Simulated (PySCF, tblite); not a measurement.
**C₄H₁₅NOSi₃: geometry, infrared bands and NMR shifts**

Aim: predict the infrared bands and NMR shifts of C₄H₁₅NOSi₃ (`C/C(=C\N([SiH3])[SiH3])CO[SiH3]`).

The runs use tblite 0.8.0 and PySCF 2.14.0, with density-fitted response routines of our own; the level of theory stands in each step. All values are computed, except where a source is named. Atoms are numbered from 0 throughout.

## 1. The starting structure

24 atoms, charge 0, multiplicity 1; geometry from: force field or distance geometry start.

Bonds of the start (Å): C0–C1 1.49, C1–C2 1.29, C2–N3 1.43, N3–Si4 1.79, N3–Si5 1.80, C1–C6 1.49, C6–O7 1.38, O7–Si8 1.71, C0–H9 1.12, C0–H10 1.12, C0–H11 1.10, C2–H12 1.09, Si4–H13 1.48, Si4–H14 1.45, Si4–H15 1.49, Si5–H16 1.46, Si5–H17 1.45, Si5–H18 1.49, C6–H19 1.13, C6–H20 1.11, Si8–H21 1.47, Si8–H22 1.46, Si8–H23 1.47.

## 2. Relaxing the molecule with GFN2-xTB

What the job is given:

```
{"job": {"kind": "relax", "xc": "GFN2-xTB", "basis": "xTB"}, "charge": 0, "multiplicity": 1}
C     -0.111200    -1.681600     0.933000
C      0.352800    -0.513400     0.135100
C     -0.394500     0.423400    -0.334000
N     -1.819500     0.495700    -0.186900
Si    -2.931800    -0.746100    -0.830800
Si    -2.453400     1.904000     0.741200
C      1.824100    -0.433900    -0.113300
O      2.175400     0.679700    -0.845700
Si     3.869800     0.664100    -1.081300
H      0.175600    -2.622300     0.406500
H      0.440300    -1.657200     1.902800
H     -1.192000    -1.689400     1.149600
H      0.032100     1.252700    -0.901800
H     -3.809700    -0.105400    -1.839400
H     -2.260200    -1.888800    -1.421100
H     -3.772100    -1.166600     0.329100
H     -3.886200     2.083900     0.561300
H     -2.160200     1.778500     2.158800
H     -1.820900     3.116300     0.142900
H      2.417900    -0.471000     0.844500
H      2.143200    -1.319100    -0.696300
H      4.423500    -0.509600    -0.386000
H      4.225900     0.578500    -2.490100
H      4.519500     1.847200    -0.503700
```

Launch:

```
$ OMP_NUM_THREADS=1 python probes_run.py task.json out
```

The driver reads the jobs from task.json and runs them one after another.

**Question.** This job is followed by: GFN2-xTB harmonic vibrations, gas phase; GIAO PBE0/pcSseg-1 NMR shielding, non-relativistic, gas phase. Predict these results of the whole session: strongest single infrared mode (GFN2-xTB); zero-point energy (GFN2-xTB); ¹³C shifts against TMS (PBE0/pcSseg-1); ¹H shifts against TMS (PBE0/pcSseg-1, means over atoms taken as alike); ¹⁵N shifts against NH3 (PBE0/pcSseg-1); ²⁹Si shifts against TMS (PBE0/pcSseg-1, means over atoms taken as alike); ¹⁷O shifts against H2O (PBE0/pcSseg-1).

As calculated:

```
                                                                quantity                             value
                               strongest single infrared mode (GFN2-xTB)              831 cm⁻¹, 565 km/mol
                                            zero-point energy (GFN2-xTB)                    106.4 kcal/mol
                                  ¹³C shifts against TMS (PBE0/pcSseg-1)      137.4, 126.1, 71.6, 15.7 ppm
  ¹H shifts against TMS (PBE0/pcSseg-1, means over atoms taken as alike)  6.43, 4.95, 4.81, 4.32, 1.73 ppm
                                  ¹⁵N shifts against NH3 (PBE0/pcSseg-1)                          30.5 ppm
²⁹Si shifts against TMS (PBE0/pcSseg-1, means over atoms taken as alike)                  -38.4, -47.7 ppm
                                  ¹⁷O shifts against H2O (PBE0/pcSseg-1)                           0.8 ppm
```

**Reading.** Relaxing lowered the energy by 0.802 eV in 138 steps; the close pair that moved most is O7–Si8, from 1.711 to 1.615 Å. The lowest mode is imaginary (38i cm⁻¹), so the xTB geometry is not a minimum. The strongest single mode, at 831 cm⁻¹, is spread over many atoms; the largest shares are those of H15, H13. GFN2-xTB is a fitted tight-binding method: band positions and strengths are rough. Its intensities can rank the bands wrongly. C2 (alkene carbon bearing nitrogen) lies farthest downfield among carbon, at 137.4 ppm; an sp2 carbon further deshielded by the attached heteroatom. The most deshielded hydrogen is H12 (hydrogen on an alkene carbon bearing nitrogen), at 6.43 ppm: olefinic region. At PBE0/pcSseg-1: The largest span, 188 ppm, is at C1, where the paramagnetic term is -204 ppm.
